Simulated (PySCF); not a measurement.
**trimethylsilane (C₃H₁₀Si): electronic excitations and core binding energies**

What electronic excitations and core binding energies should trimethylsilane (C₃H₁₀Si) (`C[SiH](C)C`) show?

Computed with PySCF 2.14.0, with density-fitted response routines of our own, on a single molecule in the gas phase. Atoms count from 0, in the outputs and in this text.

## Step 1: The molecule as given

14 atoms, charge 0, multiplicity 1; geometry from: GFN2-xTB.

Bonds of the start (Å): C0–Si1 1.90, Si1–C2 1.90, Si1–C3 1.90, C0–H4 1.09, C0–H5 1.09, C0–H6 1.09, Si1–H7 1.48, C2–H8 1.09, C2–H9 1.09, C2–H10 1.09, C3–H11 1.09, C3–H12 1.09, C3–H13 1.09.

## Step 2: Ultraviolet spectrum: CAM-B3LYP/def2-SVPD

The job: settings as JSON, then the geometry in Å.

```
{"job": {"kind": "uv", "xc": "CAM-B3LYP", "basis": "def2-SVPD", "nstates": 8, "ntriplets": 3}, "charge": 0, "multiplicity": 1}
C      0.178720     1.717268    -0.511640
Si    -0.121588     0.124642     0.487025
C     -1.556390    -0.856532    -0.289360
C      1.455582    -0.941133     0.479712
H     -0.703855     2.350044    -0.518673
H      0.432914     1.499928    -1.545598
H      0.993832     2.298137    -0.090224
H     -0.464955     0.478462     1.877533
H     -1.751699    -1.771281     0.262467
H     -1.340174    -1.135342    -1.317193
H     -2.474112    -0.275895    -0.295205
H      1.745355    -1.220905    -0.529516
H      2.291814    -0.409897     0.924393
H      1.313875    -1.857968     1.044113
```

Method: TDDFT CAM-B3LYP/def2-SVPD, vertical, gas phase, core orbitals frozen in the response.

The log of the run:

```text
coarse grid: 11088 points
cycle   1  E = -409.5086414854  dE = -1.023e-02  |g| = 3.854e-01  |ddm| = 4.442e+00
cycle   2  E = -409.5213670928  dE = -1.273e-02  |g| = 3.199e-01  |ddm| = 7.260e-01
cycle   3  E = -409.5477212706  dE = -2.635e-02  |g| = 1.724e-02  |ddm| = 3.960e-01
cycle   4  E = -409.5478282174  dE = -1.069e-04  |g| = 4.818e-03  |ddm| = 5.418e-02
cycle   5  E = -409.5478354329  dE = -7.216e-06  |g| = 6.786e-04  |ddm| = 1.086e-02
final grid: 99272 points
cycle   6  E = -409.6097166205  dE = -2.444e-05  |g| = 3.350e-03  |ddm| = 5.348e-02
cycle   7  E = -409.6097173642  dE = -7.438e-07  |g| = 2.947e-03  |ddm| = 1.049e-02
cycle   8  E = -409.6097196043  dE = -2.240e-06  |g| = 9.622e-05  |ddm| = 3.495e-03
cycle   9  E = -409.6097196073  dE = -2.938e-09  |g| = 4.816e-05  |ddm| = 3.934e-04
cycle  10  E = -409.6097196080  dE = -7.624e-10  |g| = 4.230e-06  |ddm| = 9.139e-05
converged SCF energy = -409.6097196080

Static polarisability (au): isotropic 64.889, principal 59.375 67.630 67.661

Singlet excitations
state   eV       nm        f      main configurations
  1   8.2207    150.8   0.08699   H->L 0.85
  2   8.2219    150.8   0.08755   H-1->L 0.85
  3   8.6450    143.4   0.00005   H-2->L 0.73, H->L+1 0.11, H-1->L+2 0.11
  4   8.8478    140.1   0.00000   H->L+2 0.41, H-1->L+1 0.41
  5   8.8927    139.4   0.05757   H->L+1 0.36, H-1->L+2 0.33, H-2->L 0.18
  6   8.9347    138.8   0.01110   H-1->L+1 0.39, H->L+2 0.39
  7   8.9362    138.7   0.01181   H-1->L+2 0.41, H->L+1 0.37
  8   9.0618    136.8   0.07969   H-2->L+1 0.72

Triplet excitations (Tamm-Dancoff, eV): 8.0012 8.0016 8.2604
```

Run time: 12 s. Hardware: 1 thread, shared host.

The orbitals next to the gap, with their largest atomic shares:

```tsv
orbital	eV	atoms
HOMO−3	-12.18	C3 18 %, C2 18 %, C0 18 %
HOMO−2	-10.22	H7 31 %, Si1 31 %, C2 9 %
HOMO−1	-9.91	C0 34 %, Si1 21 %, C2 16 %
HOMO	-9.91	C3 31 %, C2 22 %, Si1 21 %
LUMO	1.29	Si1 23 %, C2 11 %, C0 11 %
LUMO+1	1.92	C2 16 %, C3 16 %, Si1 10 %
LUMO+2	1.92	C0 21 %, Si1 10 %, H4 9 %
```

With each of the 8 states as a Gaussian band of 0.4 eV half-width at 1/e, the curve within the window shown has maxima at 150 nm (ε 7,300), 138 nm (ε 6,500) L/(mol cm). Beyond the last state computed it falls off for lack of states. The curve at chosen wavelengths:

nm, ε (L/mol/cm) and a bar:
```
      132       2728 #########
      133       3607 #############
      134       4495 #################
      136       5922 ########################
      137       6312 #########################
      138       6450 ##########################
      139       6368 ##########################
      140       6139 #########################
      142       5630 ######################
      143       5528 ######################
      144       5596 ######################
      145       5831 #######################
      146       6189 #########################
      148       6973 ############################
      149       7230 ##############################
      150       7308 ##############################
      151       7176 #############################
      152       6830 ############################
      154       5629 ######################
      155       4877 ###################
      156       4100 ###############
      157       3348 ############
      158       2657 #########
      160       1544 ###
      161       1133 #
      162        811
```

Ground-state properties from the same run:

```tsv
property	computed
dipole moment (D)	0.42
polarisability (Å³)	9.62
HOMO–LUMO gap (eV)	11.19
−ε(HOMO) (eV)	9.91
```

## Step 3: Core holes by ΔSCF: SCAN, X2C

Same as in step 2 but for these lines:

```diff
@@ -1,2 +1,2 @@
-{"job": {"kind": "uv", "xc": "CAM-B3LYP", "basis": "def2-SVPD", "nstates": 8, "ntriplets": 3}, "charge": 0, "multiplicity": 1}
+{"job": {"kind": "xps"}, "charge": 0, "multiplicity": 1}
 C      0.178720     1.717268    -0.511640
```

Method: delta-SCF UKS SCAN, pcX-2 on the ionised atom, pcseg-1 elsewhere, spin-free X2C.

The log of the run:

```text
ground state, core basis on atom 0 (C), 141 functions
  cycle   1  E = -410.24950292  |g| = 6.55e-01
  cycle   2  E = -410.17134318  |g| = 8.26e-01
  cycle   3  E = -410.36269486  |g| = 4.10e-02
  cycle   4  E = -410.36314223  |g| = 1.94e-02
  cycle   5  E = -410.36324140  |g| = 6.61e-03
  cycle   6  E = -410.36325152  |g| = 2.78e-03
  cycle   7  E = -410.36325450  |g| = 2.75e-04
  E(ground) = -410.39975660 Eh
hole in C 1s of atom 0
  cycle   1  E = -399.14529271  |g| = 1.50e+00
  cycle   2  E = -398.64436471  |g| = 1.69e+00
  cycle   3  E = -399.67634773  |g| = 2.97e-01
  cycle   4  E = -399.70818706  |g| = 8.86e-02
  cycle   5  E = -399.71168266  |g| = 3.42e-02
  cycle   6  E = -399.71226803  |g| = 5.93e-03
  cycle   7  E = -399.71229032  |g| = 2.42e-03
  cycle   8  E = -399.71229454  |g| = 7.62e-04
  cycle   9  E = -399.71229464  |g| = 3.73e-04
  E(ion) = -399.74745254 Eh   <S^2> = 0.7666   hole on atom = 1.000   binding energy = 289.864 eV
ground state, core basis on atom 1 (Si), 152 functions
  cycle   1  E = -410.46071755  |g| = 2.88e-01
  cycle   2  E = -410.46075931  |g| = 3.99e-02
  cycle   3  E = -410.46072213  |g| = 3.26e-02
  cycle   4  E = -410.46092792  |g| = 7.21e-03
  cycle   5  E = -410.46094126  |g| = 8.66e-04
  cycle   6  E = -410.46094156  |g| = 1.05e-04
  E(ground) = -410.45575840 Eh
hole in Si 1s of atom 1
  cycle   1  E = -341.55448136  |g| = 4.35e+00
  cycle   2  E = -341.71837465  |g| = 2.12e+00
  cycle   3  E = -342.31375264  |g| = 7.14e-01
  cycle   4  E = -342.58850692  |g| = 2.28e-01
  cycle   5  E = -342.61701322  |g| = 4.43e-02
  cycle   6  E = -342.61758696  |g| = 2.70e-02
  cycle   7  E = -342.61798612  |g| = 3.59e-03
  cycle   8  E = -342.61799306  |g| = 8.21e-04
  cycle   9  E = -342.61799298  |g| = 2.18e-04
  E(ion) = -342.62091139 Eh   <S^2> = 0.7522   hole on atom = 1.000   binding energy = 1845.880 eV
hole in Si 2p of atom 1
  cycle   1  E = -406.21427155  |g| = 1.24e+00
  cycle   2  E = -406.09477918  |g| = 1.11e+00
  cycle   3  E = -406.50996152  |g| = 2.32e-01
  cycle   4  E = -406.54107755  |g| = 6.32e-02
  cycle   5  E = -406.54290805  |g| = 2.60e-02
  cycle   6  E = -406.54328094  |g| = 4.25e-03
  cycle   7  E = -406.54329038  |g| = 9.89e-04
  cycle   8  E = -406.54329048  |g| = 2.87e-04
  E(ion) = -406.54901014 Eh   <S^2> = 0.7520   hole on atom = 1.003   binding energy = 106.308 eV
  2p3/2 = 106.090 eV   2p1/2 = 106.714 eV
```

Wall time 13 s (1 thread, shared host).

Binding energies by hole, beside the orbital energy of the ground state; the difference holds orbital relaxation and, for a density functional, its self-interaction error:

```tsv
hole	stands for	environment	ΔSCF (eV; 2p as the shell's mean)	−ε (eV)	⟨S²⟩
C1s on C0	C0, C2, C3	methyl carbon bonded to Si	289.86	272.9	0.767
Si1s on Si1	Si1	silicon bonded to 3 C, H	1845.88	1792.8	0.752
Si2p on Si1	Si1	silicon bonded to 3 C, H	106.30	95.6	0.752
```

Each hole run stands for the others of its class of like atoms.

With the spin-orbit splitting: Si1 2p3/2 106.09, 2p1/2 106.71 eV. The table gives each 2p level as the mean over the whole 2p shell (two parts 2p3/2, one part 2p1/2), which differs a little from the single hole in the log.

## Step 4: Outcome

| quantity | value |
| --- | --- |
| lowest singlet (CAM-B3LYP/def2-SVPD) | 8.22 eV (151 nm), f = 0.087 |
| brightest single state of those computed | state 2, 8.22 eV, f = 0.088 |
| lowest triplet | 8.00 eV |
| C1s binding energies, SCAN/pcX-2 | C0 289.86 eV |
| Si1s binding energies, SCAN/pcX-2 | Si1 1845.88 eV |
| Si2p binding energies, SCAN/pcX-2 | Si1 106.30 eV |

In words: The first singlet state (HOMO→LUMO 0.85) lies at 8.22 eV and is bright; of the 8 states computed, the strongest absorption comes from states 1 to 2 together at 8.22 eV (the last state computed is bright too, and its partners may lie past the list). The lowest triplet lies 0.22 eV below the lowest singlet (triplets in Tamm-Dancoff, singlets in full TDDFT).
